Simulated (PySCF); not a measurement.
# C3H7F3SeSi: electronic excitations

What electronic excitations should C3H7F3SeSi (`FC(F)C[C@H](F)[Se][SiH3]`) show?

Programs: PySCF 2.14.0, with density-fitted response routines of our own. Each step states its level of theory. These are calculated values for one molecule in the gas phase, unless marked as measured. Atoms are numbered from 0 throughout.

## Step 1: The starting structure

15 atoms, charge 0, multiplicity 1; geometry from: GFN2-xTB.

Bonds of the start (Å): F0–C1 1.35, C1–F2 1.36, C1–C3 1.52, C3–C4 1.52, C4–F5 1.37, C4–Se6 1.98, Se6–Si7 2.30, C1–H8 1.10, C3–H9 1.09, C3–H10 1.09, C4–H11 1.10, Si7–H12 1.46, Si7–H13 1.46, Si7–H14 1.46.

## Step 2: Excited states and response: B3LYP/def2-SVPD

What the job is given:

```
{"job": {"kind": "uv", "xc": "B3LYP", "basis": "def2-SVPD", "nstates": 8, "ntriplets": 3}, "charge": 0, "multiplicity": 1}
F     -3.668047     0.488458    -0.112233
C     -2.436695     0.371561     0.434638
F     -2.520104    -0.628076     1.347506
C     -1.407819     0.032523    -0.635394
C     -0.015496    -0.037405    -0.039403
F      0.332365     1.183456     0.475817
Se     1.313055    -0.547272    -1.417332
Si     3.171740    -0.336917    -0.085912
H     -2.214421     1.304161     0.975240
H     -1.443908     0.803299    -1.408320
H     -1.658456    -0.932694    -1.081226
H      0.043596    -0.756854     0.786123
H      3.296355     1.061626     0.304977
H      2.954305    -1.200371     1.073305
H      4.249115    -0.797507    -0.949077
```

With the program's defaults for keys left out, this is: TDDFT B3LYP/def2-SVPD, vertical, gas phase, core orbitals frozen in the response.

On the command line:

```sh
OMP_NUM_THREADS=1 python probes_run.py task.json out
```

This one command runs all jobs of the session in turn.

What will the session give for the following? lowest singlet (B3LYP/def2-SVPD); brightest single state of those computed; lowest triplet. Wanted: lowest singlet; brightest single state of those computed; lowest triplet.

The runs gave:

```
                                quantity                        value
        lowest singlet (B3LYP/def2-SVPD)  4.88 eV (254 nm), f = 0.004
brightest single state of those computed  state 8, 6.95 eV, f = 0.047
                          lowest triplet                      4.44 eV
```

The lowest singlet, at 4.88 eV, is HOMO→LUMO 0.97 and is weak; of the 8 states computed, the strongest absorption comes from state 8 at 6.95 eV (the last computed, so partners may be missing). The lowest triplet lies 0.44 eV below the lowest singlet (triplets in Tamm-Dancoff, singlets in full TDDFT). States above −ε(HOMO) lie where TDDFT describes them poorly and they hang on the basis; the brightest is among them.
